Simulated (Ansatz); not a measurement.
# Be2ZnO3: the cost of one run

Method: DFT PBE, scalar-relativistic, plane waves, PAW, in Ansatz 0.2.0.

**1. The starting structure**

The structure is hexagonal, space group P-62m (No. 189). Conventional cell: a = 4.324 Å, b = 4.324 Å, c = 3.367 Å, α = 90.00°, β = 90.00°, γ = 120.00°. Be (site symmetry -6) is surrounded by 3 O at 1.25 Å. Zn (site symmetry -62m) is surrounded by 6 O at 2.06 to 2.27 Å. O (site symmetry m2m) has 2 Be at 1.25 Å as nearest neighbours.

Structure file:

```
Be Zn O
1.0
     4.32423    0.00000    0.00000
    -2.16211    3.74489    0.00000
     0.00000    0.00000    3.36721
Be Zn O
2 1 3
Direct
  0.33333 0.66667 0.50000
  0.66667 0.33333 0.50000
  0.00000 0.00000 0.50000
  0.52393 0.00000 0.50000
  0.00000 0.52393 0.50000
  0.47607 0.47607 0.50000
```

A structure generator made this guess: random cell by space group and Wyckoff sites (P-62m, No. 189). Lengths come from tabulated atomic sizes and are only a guess.

**2. Probe: one point on a coarse mesh**

Contents of input.yaml:

```yaml
crystal:
  lattice:
    - [4.32422569, 0.0, 0.0]
    - [-2.16211284, 3.7448893, 0.0]
    - [0.0, 0.0, 3.36720533]
  atoms:
    - { symbol: Be, position: [0.33333333, 0.66666667, 0.5] }
    - { symbol: Be, position: [0.66666667, 0.33333333, 0.5] }
    - { symbol: Zn, position: [0.0, 0.0, 0.5] }
    - { symbol: O, position: [0.52392834, 0.0, 0.5] }
    - { symbol: O, position: [0.0, 0.52392834, 0.5] }
    - { symbol: O, position: [0.47607166, 0.47607166, 0.5] }
basis:
  ecutwfc: 420
kpoints:
  mp_grid: { grid: [6, 6, 6] }
hamiltonian:
  xc: pbe
scf:
  occupations: { method: gaussian, width: 0.1 }
  lower_state_search: "off"
output:
  forces: true
  stress: true
  eigenvalues: true
```

Started as:

```
$ ansatz run input.yaml --threads 1 --pin off --max-ram 2560MiB --backend cpu --events-out ev --progress --plain --runs-dir out
```

Q: Estimate wall time and peak memory on 1 thread of AMD EPYC 9R45 (Zen 5), shared host.

About 1.2 s, with a peak of 0.4 GiB.
